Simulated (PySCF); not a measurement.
# C5H10O2 (pivalic acid): levels of theory compared

Wanted: a comparison of 6 runs (HF/STO-3G, HF/3-21G, B2PLYP/6-31G*, B3LYP/6-31G*, wB97M-V/6-31G*, SCS-MP2/6-31G*) of C5H10O2 (pivalic acid). The job is set up through a Python script.

The calculation is run with PySCF 2.14.0.

1 further run of the same task is left out (set aside as unsound or not needed).

## 1. Starting point

C5H10O2: 17 atoms, total charge 0, spin state singlet. SMILES: `CC(C)(C)C(=O)O`. The C4–H14 distance was set to 1.421 Å, away from the relaxed value.

Bond lengths: C1–C2 1.531 Å, C2–C3 1.522 Å, C2–C4 1.531 Å, C2–C5 1.518 Å, C5–O6 1.201 Å, C5–O7 1.347 Å, C1–H8 1.093 Å, C1–H9 1.093 Å, C1–H10 1.091 Å, C3–H11 1.091 Å, C3–H12 1.093 Å, C3–H13 1.091 Å, C4–H15 1.091 Å, C4–H16 1.093 Å, O7–H17 0.967 Å. Some angles: C1–C2–C3 110.3°, C1–C2–C4 109.8°, C1–C2–C5 108.7°, C3–C2–C4 110.3°, C3–C2–C5 109.0°, C4–C2–C5 108.8°, C2–C5–O6 125.9°, C2–C5–O7 112.4°, O6–C5–O7 121.7°, C2–C1–H8 109.3°. A long bond or contact: C4–H14 1.421 Å.

## 2. A single-point energy at HF/STO-3G (run 1)

Contents of start.xyz:

```xyz
17

C      0.912236     0.103104     1.106432
C      0.007186     0.211834    -0.123528
C      0.658476    -0.467686    -1.318968
C     -1.351754    -0.427036     0.174382
C     -0.203834     1.679994    -0.445238
O      0.093356     2.226124    -1.473018
O     -0.781004     2.349274     0.571252
H      1.083436    -0.951046     1.337912
H      1.883616     0.569364     0.924282
H      0.459366     0.578264     1.977332
H      0.031976    -0.388246    -2.208598
H      0.815116    -1.526046    -1.097578
H      1.623296    -0.015626    -1.553438
H     -1.170950    -1.807300     0.457730
H     -1.832184     0.041444     1.034042
H     -2.023164    -0.345196    -0.683918
H     -0.872754     3.265164     0.274702
```

Contents of calc.py:

```python
from pyscf import gto

mol = gto.Mole()
mol.atom = 'start.xyz'
mol.verbose = 3
mol.charge = 0
mol.max_memory = 1860
mol.basis = 'sto-3g'
mol.build()

hf = mol.RHF()
hf.conv_tol = 1e-10
hf.kernel()
if not hf.converged:
    hf = hf.newton().run(hf.mo_coeff, hf.mo_occ)

energy = hf.e_tot
print('Final energy', energy)
```

On the command line:

```
$ OMP_NUM_THREADS=1 python calc.py
```

Standard output:

```text
converged SCF energy = -340.485264802279
Final energy -340.48526480227855
```

Wall time 1.3 s (1 thread of Intel Xeon at 2.70GHz, shared host); peak memory 0.12 GiB.

## 3. The energy at HF/3-21G (run 2)

Contents of run.py:

```python
from pyscf import gto

molecule = gto.M(
    atom=[
    ('C', (0.912236, 0.103104, 1.106432)),
    ('C', (0.007186, 0.211834, -0.123528)),
    ('C', (0.658476, -0.467686, -1.318968)),
    ('C', (-1.351754, -0.427036, 0.174382)),
    ('C', (-0.203834, 1.679994, -0.445238)),
    ('O', (0.093356, 2.226124, -1.473018)),
    ('O', (-0.781004, 2.349274, 0.571252)),
    ('H', (1.083436, -0.951046, 1.337912)),
    ('H', (1.883616, 0.569364, 0.924282)),
    ('H', (0.459366, 0.578264, 1.977332)),
    ('H', (0.031976, -0.388246, -2.208598)),
    ('H', (0.815116, -1.526046, -1.097578)),
    ('H', (1.623296, -0.015626, -1.553438)),
    ('H', (-1.170950, -1.807300, 0.457730)),
    ('H', (-1.832184, 0.041444, 1.034042)),
    ('H', (-2.023164, -0.345196, -0.683918)),
    ('H', (-0.872754, 3.265164, 0.274702)),
],
    max_memory=1860,
    spin=0,
    basis='3-21g',
    verbose=4,
)

myscf = molecule.RHF()
myscf.conv_tol = 1e-10
myscf.kernel()
if not myscf.converged:
    myscf = myscf.newton().run(myscf.mo_coeff, myscf.mo_occ)

etot = myscf.e_tot
print('E(%s) = %.9f' % ('HF', etot))
```

On the command line:

```
$ OMP_NUM_THREADS=1 python run.py
```

Standard output:

```text
PySCF version 2.14.0

[... 75 lines left out ...]
converged SCF energy = -342.958759851991
E(HF) = -342.958759852
```

It took 1.7 s on 1 thread of Intel Xeon at 2.70GHz, shared host; peak memory 0.16 GiB.

Runs 3 to 5 aren't shown in full; the table further down has their settings and results.

## 4. A single-point energy at SCS-MP2/6-31G(d) (spherical functions) (run 6)

Contents of input.py:

```python
from pyscf import gto, scf, mp

mol = gto.M(
    atom='''
C    0.912236   0.103104   1.106432
C    0.007186   0.211834  -0.123528
C    0.658476  -0.467686  -1.318968
C   -1.351754  -0.427036   0.174382
C   -0.203834   1.679994  -0.445238
O    0.093356   2.226124  -1.473018
O   -0.781004   2.349274   0.571252
H    1.083436  -0.951046   1.337912
H    1.883616   0.569364   0.924282
H    0.459366   0.578264   1.977332
H    0.031976  -0.388246  -2.208598
H    0.815116  -1.526046  -1.097578
H    1.623296  -0.015626  -1.553438
H   -1.170950  -1.807300   0.457730
H   -1.832184   0.041444   1.034042
H   -2.023164  -0.345196  -0.683918
H   -0.872754   3.265164   0.274702
''',
    verbose=3,
    basis='6-31g*',
    max_memory=1860,
)

hf = scf.RHF(mol)
hf.conv_tol = 1e-10
hf.kernel()
if not hf.converged:
    hf = hf.newton().run(hf.mo_coeff, hf.mo_occ)

pt = mp.MP2(hf, frozen=7).run()
e_tot = hf.e_tot + 1.2 * pt.e_corr_os + pt.e_corr_ss / 3
print(f'total energy: {e_tot:.8f} hartree')
```

On the command line:

```
$ OMP_NUM_THREADS=1 python input.py
```

Standard output:

```text
converged SCF energy = -344.868774662287
E(RMP2) = -345.871004610832  E_corr = -1.00222994854487
E(SCS-RMP2) = -345.848992784721  E_corr = -0.980218122433781
total energy: -345.84899278 hartree
```

Run time: 6.6 s. Hardware: 1 thread of Intel Xeon at 2.70GHz, shared host; peak memory 0.43 GiB.

## 5. Overview of the runs

| run | level | frozen core orbitals | integration grid | energy (Eh) | dipole moment (D) of the reference | HOMO energy (eV) | LUMO energy (eV) | wall time |
| --- | --- | --- | --- | --- | --- | --- | --- | --- |
| 1 | HF/STO-3G | – | – | -340.485265 | 0.82 | -8.97 | 8.60 | 1.3 s |
| 2 | HF/3-21G | – | – | -342.958760 | 1.40 | -11.48 | 4.82 | 1.7 s |
| 3 | B2PLYP/6-31G* (spherical functions) | 7 | 5 | -346.598177 | 1.46 | -9.18 | 2.04 | 58 s |
| 4 | B3LYP/6-31G* (spherical functions) | – | 5 | -346.980726 | 1.39 | -7.33 | 0.21 | 54 s |
| 5 | wB97M-V/6-31G* (spherical functions) | – | 5 | -346.833130 | 1.39 | -9.99 | 2.77 | 6.7 min |
| 6 | SCS-MP2/6-31G* (spherical functions) | 7 | – | -345.848993 | 1.58 | -11.69 | 4.65 | 6.6 s |

## 6. Results

| quantity | value |
| --- | --- |
| run 6: total energy | -345.84899 Eh |
| run 6: dipole moment (Hartree–Fock density) | 1.58 D |
| run 6: HOMO energy (Hartree–Fock orbitals) | -11.69 eV |
| run 6: LUMO energy (Hartree–Fock orbitals) | 4.65 eV |
| run 6: HOMO–LUMO gap (Hartree–Fock orbitals) | 16.35 eV |
| run 6: correlation energy (7 core orbitals frozen) | -980.2 mEh |

What this shows: Over runs 1, 2, 3, 4, 5 the dipole moment (its size) runs from 0.82 D (HF/STO-3G) to 1.46 D (B2PLYP/6-31G*). The two ends differ in method and basis. A double hybrid's value is that of its SCF part. Over runs 1, 2, 3, 4, 5 the HOMO–LUMO gap runs from 7.54 eV (B3LYP/6-31G*) to 17.57 eV (HF/STO-3G). Totals of different functionals can't be ranked against each other. In run 1 the basis is minimal, so the values are rough. All runs together took 8.7 min, the longest 6.7 min.
